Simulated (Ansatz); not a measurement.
Geometry optimisation, Ansatz 0.2.0, DFT PBE, scalar-relativistic, plane waves, PAW.

Input:

```yaml
accuracy: low
crystal:
  lattice:
    - [5.657297, 0.0, 0.0]
    - [-2.828649, 4.899363, 0.0]
    - [0.0, 0.0, 20.702638]
  atoms:
    - { symbol: Ba, position: [0.0, 0.0, 0.048303] }
    - { symbol: Ti, position: [0.3333333, 0.6666667, 0.099738] }
    - { symbol: O, position: [0.4970667, 0.9941333, 0.0524138] }
    - { symbol: O, position: [0.0058667, 0.5029333, 0.0524138] }
    - { symbol: O, position: [0.4970667, 0.5029333, 0.0524138] }
    - { symbol: Ba, position: [0.6666667, 0.3333333, 0.1603129] }
    - { symbol: Ti, position: [0.0, 0.0, 0.2117478] }
    - { symbol: O, position: [0.1637333, 0.3274667, 0.1644236] }
    - { symbol: O, position: [0.6725333, 0.8362667, 0.1644236] }
    - { symbol: O, position: [0.1637333, 0.8362667, 0.1644236] }
    - { symbol: Ba, position: [0.3333333, 0.6666667, 0.2723228] }
    - { symbol: Ti, position: [0.6666667, 0.3333333, 0.3237577] }
    - { symbol: O, position: [0.8304, 0.6608, 0.2764335] }
    - { symbol: O, position: [0.3392, 0.1696, 0.2764335] }
    - { symbol: O, position: [0.8304, 0.1696, 0.2764335] }
    - { symbol: Si, position: [0.8468964, 0.655915, 0.5377401] }
    - { symbol: Cl, position: [1.233151, 0.887489, 0.5052486] }
    - { symbol: Cl, position: [0.6155583, 0.8104991, 0.5052486] }
    - { symbol: Cl, position: [0.6923895, 0.2700024, 0.5052486] }
    - { symbol: Cl, position: [0.8468964, 0.655915, 0.6353122] }
basis:
  ecutwfc: 420.0
kpoints:
  mp_grid: { grid: [2, 2, 1] }
hamiltonian:
  xc: pbe
  pseudopotentials: { kind: paw, azcp: { folder: soft_1 } }
scf:
  occupations: { method: fermi_dirac, width: 0.05 }
  lower_state_search: "off"
relax:
  f_tol: 0.08
  max_steps: 25
  adjacent_minimum: "off"
  constraints: [{ sites: [0, 1, 2, 3, 4] }]
```

Launched with:

```bash
$ ansatz run input.yaml --threads 2 --pin off --max-ram 5120MiB --backend cpu --events-out ev --progress --plain --runs-dir out
```

Task: Where does it end, and by what steps?

Result: It converged. The force dipped under the threshold on the way, but the program's further checks kept it going. Limits of this set-up: coarse k mesh, slab without dipole correction, no dispersion correction for a molecule that may bind weakly, a typed lattice constant that wasn't relaxed here, low accuracy level. After 19 steps the energy has fallen by 5.452 eV; Cl20 moved furthest, 1.83 Å. Joined: Ti12–Cl19 (3.78 → 2.62 Å).

| step | energy less start (eV) | largest force component (eV/Å) | accepted |
| --- | --- | --- | --- |
| 0 | 0.0000 | 5.397 | yes |
| 1 | -2.6501 | 2.839 | yes |
| 2 | -3.9524 | 1.140 | yes |
| 3 | -4.5888 | 0.728 | yes |
| 4 | -4.9284 | 0.316 | yes |
| 5 | -4.9683 | 0.202 | yes |
| 6 | -5.0314 | 0.154 | yes |
| 7 | -5.1020 | 0.187 | yes |
| 8 | -5.1759 | 0.262 | yes |
| 9 | -5.2541 | 0.353 | yes |
| 10 | -5.3288 | 0.291 | yes |
| 11 | -5.3797 | 0.151 | yes |
| 12 | -5.4023 | 0.155 | yes |
| 13 | -5.4212 | 0.059 | yes |
| 14 | -5.4212 | 0.059 | yes |
| 15 | -5.4329 | 0.062 | yes |
| 16 | -5.4429 | 0.089 | yes |
| 17 | -5.4495 | 0.062 | yes |
| 18 | -5.4495 | 0.062 | yes |
| 19 | -5.4524 | 0.054 | yes |

```xyz
20
Lattice="5.6573 0.0000 0.0000 -2.8286 4.8994 0.0000 0.0000 0.0000 20.7026" Properties=species:S:1:pos:R:3
Ba 0.000 0.000 1.000
Ti 0.000 3.266 2.065
O 0.000 4.871 1.085
O -1.389 2.464 1.085
O 1.389 2.464 1.085
Ba 2.828 1.636 3.008
Ti -0.008 0.013 4.528
O 0.003 1.614 3.656
O 1.448 4.107 3.651
O -1.446 4.113 3.670
Ba -0.007 3.281 5.660
Ti 2.820 1.652 6.750
O 2.805 3.306 6.150
O 1.382 0.839 6.154
O 4.215 0.841 6.060
Si 2.680 2.407 10.948
Cl 3.473 4.284 10.912
Cl 0.673 2.662 10.674
Cl 3.429 1.263 9.274
Cl 3.117 1.453 12.703
```

Whether the end is a true minimum wasn't checked by a vibrational analysis.

Time of the run: 2.5 min on 2 threads of Arm Neoverse V2, with other jobs on the host, peak memory 1.1 GiB.
